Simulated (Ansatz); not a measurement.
**ClH₂InN radical: up Jacob's ladder to CCSD(T)**

Aim: compute ClH₂InN radical with functionals from several rungs and with coupled cluster, and see how far each lands from CCSD(T) at the basis-set limit for the atomisation energy.

Program: Ansatz 0.2.0, Gaussian basis. Level of theory: functionals in def2-TZVPP, the program's frozen cores in correlated methods. These are calculated values, not measurements.

The runs, in order: LDA (SPW92), PBE-D4, revPBE-D4, BLYP-D4, r2SCAN-D4, B97M-V, PBE0-D4, B3LYP-D4, r2SCANh-D4, r2SCAN0-D4, HSE06-D4, BHLYP-D4, CAM-B3LYP-D4, LC-ωPBE, ωB97X-V, ωB97M-V, B2PLYP, PBE-QIDH; CCSD(T)/def2-SVP; CCSD(T)/def2-TZVPP; MP2/def2-QZVPP; extrapolation to the limit; RPA on PBE.

## Step 1: The geometry

The geometry comes from an earlier relaxation with PBE0-D4 in a triple-zeta def2 set; it is a stationary point. In takes the def2 core potential; no spin-orbit term is included.

SMILES `[NH2][In][Cl]`, 5 atoms, charge 0, spin multiplicity 2.

Atoms are counted from 1 here; the program's logs count them from 0.

Bond lengths: N1–In2 2.072 Å, N1–H4 1.015 Å, N1–H5 1.017 Å, In2–Cl3 2.369 Å. Angles: In2–N1–H4 113.0°, In2–N1–H5 110.3°, H4–N1–H5 107.4°, N1–In2–Cl3 113.1°.

Geometry (Å):

```xyz
5
ClH2InN
N    -0.1426    0.8086   -0.4939
In   -0.4116   -1.2178   -0.1533
Cl    1.3915   -2.2115    1.0187
H    -0.9997    1.2838   -0.7567
H     0.2123    1.2632    0.3438
```

## Step 2: LDA

This LDA is Slater exchange with PW92 correlation.

File in.yaml:

```yaml
crystal:
  periodic: [false, false, false]
  atoms:
    - {symbol: N, position_ang: [-0.142581, 0.808644, -0.493937]}
    - {symbol: In, position_ang: [-0.411647, -1.217771, -0.153343]}
    - {symbol: Cl, position_ang: [1.391458, -2.211500, 1.018747]}
    - {symbol: H, position_ang: [-0.999685, 1.283824, -0.756651]}
    - {symbol: H, position_ang: [0.212255, 1.263204, 0.343783]}
basis:
  gaussian: {orbitals: def2-TZVPP}
magnetization: {spin_polarized: true, initial_magnetization: 1}
hamiltonian: {xc: lda}
output: {orbitals: {seedname: orbitals}}
```

After this run come: PBE-D4 (GGA); revPBE-D4 (GGA); BLYP-D4 (GGA); r2SCAN-D4 (meta-GGA); B97M-V (meta-GGA); PBE0-D4 (hybrid); B3LYP-D4 (hybrid); r2SCANh-D4 (hybrid); r2SCAN0-D4 (hybrid); HSE06-D4 (hybrid); BHLYP-D4 (hybrid); CAM-B3LYP-D4 (range-separated); LC-ωPBE-D4 (range-separated); ωB97X-V (range-separated); ωB97M-V (range-separated); B2PLYP (double hybrid); PBE-QIDH (double hybrid); CCSD(T) in def2-SVP; CCSD(T) in def2-TZVPP; MP2 in def2-QZVPP; RPA on PBE orbitals.

Before running them: what should the planned runs give, taken together? Wanted: atomisation energy, CCSD(T)/CBS; farthest beyond LDA; mean size of error, GGA; mean size of error, meta-GGA; mean size of error, hybrid; mean size of error, range-separated; mean size of error, double hybrid; gap, smallest and largest; T1 diagnostic.

As calculated:

```
                               quantity                                                                                                                    value
        atomisation energy, CCSD(T)/CBS                                                                                                            1321.2 kJ/mol
 functionals within 13.2 kJ/mol (1.0 %)  revPBE-D4, BLYP-D4, r2SCAN-D4, B97M-V, PBE0-D4, B3LYP-D4, r2SCANh-D4, HSE06-D4, CAM-B3LYP-D4, LC-ωPBE, ωB97X-V, ωB97M-V
                    farthest beyond LDA                                                                                                  BHLYP-D4 (-64.4 kJ/mol)
                mean size of error, GGA                                                                                                              15.9 kJ/mol
           mean size of error, meta-GGA                                                                                                               4.8 kJ/mol
             mean size of error, hybrid                                                                                                              22.1 kJ/mol
    mean size of error, range-separated                                                                                                               5.9 kJ/mol
      mean size of error, double hybrid                                                                                                              27.4 kJ/mol
              gap, smallest and largest                                                                                 0.67 eV (LDA (SPW92)), 7.48 eV (LC-ωPBE)
                          T1 diagnostic                                                                                                                   0.0187
triples share of the correlation energy                                                                                                                    3.7 %
```

LDA overbinds by 220.1 kJ/mol (17 %). PBE-D4 misses by +35.2 kJ/mol. Double hybrids carry the basis error of their MP2 part in triple zeta, and no dispersion term here, so their miss is partly the set-up's. The rungs meta-GGA, range-separated miss on average by less than the doubt on the reference (13.2 kJ/mol), so they tie. Misses under about 13.2 kJ/mol are within the doubt on the reference itself, which lacks core-valence correlation, spin-orbit coupling and higher excitations, and its outer-core shells are covered unevenly. All levels share the lack of spin-orbit coupling, which lowers the free heavy atoms and so the true binding. Hartree-Fock recovers 64 % of the binding; the rest is correlation. CCSD(T) in def2-SVP is off by -144.1 kJ/mol, which most functionals beat. The gap grows from 0.7 to 7.5 eV across the functionals, mostly with the share of exact exchange. Correlated methods include outer-core shells of In, which these sets cover unevenly.
